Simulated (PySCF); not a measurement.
# C7H9N3: the cost of one run

Programs: PySCF 2.14.0, with routines of our own; each step states its level. All values are computed. Atoms count from 0.

## 1. The system as given

19 atoms, charge 0, multiplicity 1; geometry from: GFN2-xTB.

## 2. Magnetic properties: GIAO B97-2/pcSseg-1

The job: settings as JSON, then the geometry in Å.

```
{"job": {"kind": "mag", "xc": "B97-2", "basis": "pcSseg-1", "isotopologues": 0}, "charge": 0, "multiplicity": 1}
C      4.042405     0.761088    -0.654852
C      2.946624     0.677399    -0.172452
C      1.653566     0.554910     0.365057
N      1.239549     1.161991     1.505014
N      0.024547     0.851898     1.725697
N     -0.405032     0.039493     0.758942
C     -1.758613    -0.440932     0.741498
C     -2.660028     0.469275    -0.088812
C      0.586646    -0.182408    -0.137198
C      0.475915    -1.054599    -1.327943
H      5.005389     0.842890    -1.061336
H     -2.101049    -0.455876     1.778638
H     -1.766817    -1.459329     0.342840
H     -2.320987     0.514572    -1.121269
H     -2.652127     1.474733     0.324580
H     -3.678375     0.091609    -0.075224
H     -0.323301    -0.721109    -1.989538
H      0.266041    -2.083487    -1.032193
H      1.415843    -1.032869    -1.873749
```

Level: GIAO B97-2/pcSseg-1 magnetisability, rotational g tensor and spin-rotation constants, non-relativistic, gas phase.

On the command line:

```bash
OMP_NUM_THREADS=1 python excited_run.py task.json out
```

The driver reads the jobs from task.json and runs them one after another.

Q: Estimate the wall time and peak memory of this first job on 1 thread of Arm Neoverse V2, shared host.

About 47 s, with a peak of 0.96 GiB.
